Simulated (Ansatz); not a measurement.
**HAuO: a ladder of functionals and wavefunction methods**

One table from this session's results is given with a row withheld; the runs are named, their logs left out.

Method: functionals in def2-TZVPP, the program's frozen cores in correlated methods; program: Ansatz 0.2.0, Gaussian basis.

Plan: LDA (SPW92), PBE-D4, revPBE-D4, BLYP-D4, r2SCAN-D4, B97M-V, PBE0-D4, B3LYP-D4, r2SCANh-D4, r2SCAN0-D4, HSE06-D4, BHLYP-D4, CAM-B3LYP-D4, LC-ωPBE, ωB97X-V, ωB97M-V, B2PLYP, PBE-QIDH; CCSD(T)/def2-SVP; CCSD(T)/def2-TZVPP; CCSD(T)/def2-QZVPP; extrapolation to the limit; RPA on PBE.

## The relaxed structure

An earlier PBE0-D4 in a triple-zeta def2 set relaxation fixed the geometry. Au takes the def2 core potential; no spin-orbit term is included.

3 atoms, charge 0, spin multiplicity 1.

Atoms are counted from 1 here; the program's logs count them from 0.

Bond lengths: O1–Au2 1.952 Å, O1–H3 0.965 Å. Angles: Au2–O1–H3 104.8°.

The first run:

File in.yaml:

```yaml
crystal:
  periodic: [false, false, false]
  atoms:
    - {symbol: O, position_ang: [-0.398297, -0.456827, -0.277736]}
    - {symbol: Au, position_ang: [1.237022, 0.007831, 0.681721]}
    - {symbol: H, position_ang: [-0.849626, 0.384195, -0.417185]}
basis:
  gaussian: {orbitals: def2-TZVPP}
hamiltonian: {xc: lda}
output: {orbitals: {seedname: orbitals}}
```

Run with:

```bash
$ ansatz run in.yaml --threads 2 --pin off --events-out ev --progress --plain --max-ram 32768MiB --backend cpu
```

Among the steps run: LDA; PBE-D4 (GGA); revPBE-D4 (GGA); BLYP-D4 (GGA); r2SCAN-D4 (meta-GGA); B97M-V (meta-GGA); B3LYP-D4 (hybrid); r2SCANh-D4 (hybrid); r2SCAN0-D4 (hybrid); HSE06-D4 (hybrid); BHLYP-D4 (hybrid); CAM-B3LYP-D4 (range-separated); LC-ωPBE (range-separated); ωB97X-V (range-separated); ωB97M-V (range-separated); B2PLYP (double hybrid); PBE-QIDH (double hybrid).

One table of the session follows, with a row left open; its other results are not shown here.

It belongs to the step «Orbital energies across the functionals». 

```
  functional  HOMO (eV)  LUMO (eV)  gap (eV)
 LDA (SPW92)      -6.31      -4.66      1.65
      PBE-D4      -6.07      -4.32      1.75
   revPBE-D4      -5.99      -4.19      1.80
     BLYP-D4      -6.03      -4.33      1.70
   r2SCAN-D4      -6.33      -4.08      2.26
      B97M-V      -6.35      -4.06      2.29
     PBE0-D4      -7.53      -3.30      4.23
    B3LYP-D4      -7.35      -3.69      3.66
  r2SCANh-D4      -6.90      -3.71      3.19
  r2SCAN0-D4      -7.75      -3.17      4.58
    HSE06-D4          ?          ?         ?
    BHLYP-D4      -8.75      -2.45      6.29
CAM-B3LYP-D4      -8.95      -2.41      6.53
     LC-ωPBE     -10.06      -1.04      9.02
     ωB97X-V      -9.83      -1.21      8.62
     ωB97M-V      -9.82      -1.40      8.42
```

**Question.** Estimate the row for HSE06-D4.

**Answer.** HOMO (eV): -7.12; LUMO (eV): -3.68; gap (eV): 3.45. In the column «HOMO (eV)» it lies between B3LYP-D4 (-7.35) and r2SCANh-D4 (-6.90).
